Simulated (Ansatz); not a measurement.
# Rb3CrAs2: the cost of one run

Program: Ansatz 0.2.0. Level of theory: DFT PBE, scalar-relativistic, plane waves, PAW, unless a step names another level. These are calculated values, not measurements.

3 further runs of the same task are left out: 2 that didn't finish, 1 set aside as unsound or not needed.

## (1) The system as given

The structure is hexagonal, space group P-6m2 (No. 187). Conventional cell: a = 4.238 Å, b = 4.238 Å, c = 16.223 Å, α = 90.00°, β = 90.00°, γ = 120.00°. Rb (site symmetry -6m2) has 6 Rb at 4.24 Å as nearest neighbours. Rb (site symmetry 3m) is surrounded by 3 As at 3.34 Å. Cr (site symmetry -6m2) is surrounded by 6 As at 2.72 Å. Around As (site symmetry 3m) lie 1 As at 2.39 Å and 3 Cr at 2.72 Å and 3 Rb at 3.34 Å.

Structure file:

```cif
data_structure
_symmetry_space_group_name_H-M 'P-6m2'
_symmetry_Int_Tables_number 187
_cell_length_a 4.2383
_cell_length_b 4.2383
_cell_length_c 16.2235
_cell_angle_alpha 90.000
_cell_angle_beta 90.000
_cell_angle_gamma 120.000
_cell_volume 252.38
loop_
_atom_site_label
_atom_site_type_symbol
_atom_site_symmetry_multiplicity
_atom_site_Wyckoff_symbol
_atom_site_fract_x
_atom_site_fract_y
_atom_site_fract_z
_atom_site_occupancy
Rb1 Rb 1 e 0.66667 0.33333 0.00000 1
Rb2 Rb 2 i 0.66667 0.33333 0.71382 1
Cr1 Cr 1 b 0.00000 0.00000 0.50000 1
As1 As 2 h 0.33333 0.66667 0.42630 1
```

It came out lowest among 19 distinct ends of the trial cells. At a tolerance of 0.05 Å it has space group P-6m2 (No. 187). Site moments: 0.0 0.0 0.0 3.2 -0.1 -0.1 μB.

## (2) Bands, states and charges

input.yaml reads:

```yaml
crystal:
  lattice:
    - [4.2382608404, 0.0, 0.0]
    - [-2.1191304202, 3.6704415557, 0.0]
    - [0.0, 0.0, 16.2234875663]
  atoms:
    - { symbol: Rb, position: [0.6666666667, 0.3333333333, 0.0] }
    - { symbol: Rb, position: [0.6666666667, 0.3333333333, 0.7138216209] }
    - { symbol: Rb, position: [0.6666666667, 0.3333333333, 0.2861783791] }
    - { symbol: Cr, position: [0.0, 0.0, 0.5], spin: 3.57 }
    - { symbol: As, position: [0.3333333333, 0.6666666667, 0.4262968355], spin: -0.13 }
    - { symbol: As, position: [0.3333333333, 0.6666666667, 0.5737031645], spin: -0.13 }
basis:
  ecutwfc: 420
kpoints:
  mp_grid: { grid: [12, 12, 2] }
  band_path:
    path:
      - [[0.0, 0.0, 0.0], [0.5, 0.0, 0.0], [0.33333333, 0.33333333, 0.0], [0.0, 0.0, 0.0], [0.0, 0.0, 0.5], [0.5, 0.0, 0.5], [0.33333333, 0.33333333, 0.5], [0.0, 0.0, 0.5]]
      - [[0.5, 0.0, 0.5], [0.5, 0.0, 0.0]]
      - [[0.33333333, 0.33333333, 0.5], [0.33333333, 0.33333333, 0.0]]
    npoints: 14
hamiltonian:
  xc: pbe
scf:
  occupations: { method: gaussian, width: 0.1 }
  n_extra_bands: 15
output:
  forces: true
  stress: true
  eigenvalues: true
  populations: true
  dos: { projected: true, de: 0.02, nscf_kmesh: { grid: [15, 15, 3] } }
  bader: true
magnetization:
  spin_polarized: true
checkpoint:
  read: start.run
  write: ck
  compress: false
  write_wavefunctions: false
  write_every: 100000
```

The run is started by

```sh
ansatz run input.yaml --threads 1 --pin off --max-ram 2560MiB --backend cpu --events-out ev --progress --plain --runs-dir out
```

What time and memory should one allow on 1 thread of Arm Neoverse V2, shared host?

About 5.7 min, with a peak of 1.6 GiB.
